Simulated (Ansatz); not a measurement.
# C5HAlClF7O2: a ladder of functionals and wavefunction methods

The task here is to estimate one member of a computed series from the others.

Method: functionals in def2-TZVPP, the program's frozen cores in correlated methods; program: Ansatz 0.2.0, Gaussian basis.

The runs, in order: LDA (SPW92), PBE-D4, revPBE-D4, BLYP-D4, r2SCAN-D4, B97M-V, PBE0-D4, B3LYP-D4, r2SCANh-D4, r2SCAN0-D4, HSE06-D4, BHLYP-D4, CAM-B3LYP-D4, LC-ωPBE, ωB97X-V, ωB97M-V, B2PLYP, PBE-QIDH; CCSD(T)/def2-SVP; CCSD(T)/def2-TZVPP; MP2/def2-QZVPP; extrapolation to the limit; RPA on PBE.

**The relaxed structure**

All runs share one geometry, relaxed beforehand with PBE0-D4 in a triple-zeta def2 set.

SMILES `FC(F)(F)C1=CC(C(F)(F)F)=[O+][Al-]([F])([Cl])[O]1`, 17 atoms, charge 0, spin multiplicity 1.

Atoms are counted from 1 here; the program's logs count them from 0.

Bond lengths: F1–C2 1.317 Å, C2–F3 1.334 Å, C2–F4 1.334 Å, C2–C5 1.538 Å, C5–C6 1.387 Å, C5–O16 1.260 Å, C6–C7 1.387 Å, C6–H17 1.080 Å, C7–C8 1.538 Å, C7–O12 1.260 Å, C8–F9 1.317 Å, C8–F10 1.334 Å, C8–F11 1.334 Å, O12–Al13 1.821 Å, Al13–F14 1.640 Å, Al13–Cl15 2.082 Å, Al13–O16 1.821 Å. Angles: F1–C2–F3 108.9°, F1–C2–F4 108.9°, F1–C2–C5 111.6°, F3–C2–F4 108.0°, F3–C2–C5 109.7°, F4–C2–C5 109.6°, C2–C5–C6 117.8°, C2–C5–O16 115.9°, C6–C5–O16 126.3°, C5–C6–C7 120.2°, C5–C6–H17 119.9°, C7–C6–H17 119.9°, C6–C7–C8 117.8°, C6–C7–O12 126.3°, C8–C7–O12 115.9°, C7–C8–F9 111.6°, C7–C8–F10 109.6°, C7–C8–F11 109.7° and more.

The first run:

The input, in.yaml:

```yaml
crystal:
  periodic: [false, false, false]
  atoms:
    - {symbol: F, position_ang: [-2.176469, 2.492231, 1.340869]}
    - {symbol: C, position_ang: [-1.631243, 1.327579, 1.626142]}
    - {symbol: F, position_ang: [-0.913773, 1.448186, 2.744007]}
    - {symbol: F, position_ang: [-2.600619, 0.439640, 1.851544]}
    - {symbol: C, position_ang: [-0.729774, 0.829582, 0.483972]}
    - {symbol: C, position_ang: [-0.092274, -0.391464, 0.648392]}
    - {symbol: C, position_ang: [0.748312, -0.877974, -0.342120]}
    - {symbol: C, position_ang: [1.443651, -2.227087, -0.093907]}
    - {symbol: F, position_ang: [2.216529, -2.567437, -1.104797]}
    - {symbol: F, position_ang: [0.525348, -3.177243, 0.087635]}
    - {symbol: F, position_ang: [2.185528, -2.153284, 1.011980]}
    - {symbol: O, position_ang: [1.007144, -0.319844, -1.442080]}
    - {symbol: Al, position_ang: [0.317751, 1.259661, -2.030878]}
    - {symbol: F, position_ang: [1.529405, 2.360218, -2.138178]}
    - {symbol: Cl, position_ang: [-0.963727, 0.928225, -3.638535]}
    - {symbol: O, position_ang: [-0.643680, 1.587524, -0.519284]}
    - {symbol: H, position_ang: [-0.241007, -0.958913, 1.555239]}
basis:
  gaussian: {orbitals: def2-TZVPP}
hamiltonian: {xc: lda}
output: {orbitals: {seedname: orbitals}}
```

The run is started by

```sh
> ansatz run in.yaml --threads 11 --pin off --events-out ev --progress --plain --max-ram 174080MiB --backend cuda --devices 0, --max-vram 75GiB
```

Among the steps run: LDA; PBE-D4 (GGA); revPBE-D4 (GGA); BLYP-D4 (GGA); r2SCAN-D4 (meta-GGA); B97M-V (meta-GGA); B3LYP-D4 (hybrid); r2SCANh-D4 (hybrid); r2SCAN0-D4 (hybrid); HSE06-D4 (hybrid); BHLYP-D4 (hybrid); CAM-B3LYP-D4 (range-separated); LC-ωPBE (range-separated); ωB97X-V (range-separated); ωB97M-V (range-separated); B2PLYP (double hybrid); PBE-QIDH (double hybrid).

One of the session's tables, all rows but one given; the rest of the session is left out.

It belongs to the step «Orbital energies across the functionals». 

```
  functional  HOMO (eV)  LUMO (eV)  gap (eV)
 LDA (SPW92)      -7.93      -4.94      2.99
      PBE-D4      -7.71      -4.61      3.10
   revPBE-D4          ?          ?         ?
     BLYP-D4      -7.55      -4.48      3.07
   r2SCAN-D4      -8.04      -4.58      3.46
      B97M-V      -8.05      -4.45      3.60
     PBE0-D4      -9.00      -3.86      5.14
    B3LYP-D4      -8.77      -4.06      4.71
  r2SCANh-D4      -8.52      -4.29      4.22
  r2SCAN0-D4      -9.22      -3.84      5.38
    HSE06-D4      -8.60      -4.23      4.37
    BHLYP-D4     -10.12      -2.91      7.21
CAM-B3LYP-D4     -10.32      -2.80      7.52
     LC-ωPBE     -11.59      -1.71      9.88
     ωB97X-V     -11.24      -1.69      9.55
     ωB97M-V     -11.14      -1.72      9.42
```

Estimate the missing values for revPBE-D4.

The run gave: HOMO (eV): -7.62; LUMO (eV): -4.48; gap (eV): 3.14. In the column «HOMO (eV)» it lies between PBE-D4 (-7.71) and BLYP-D4 (-7.55).
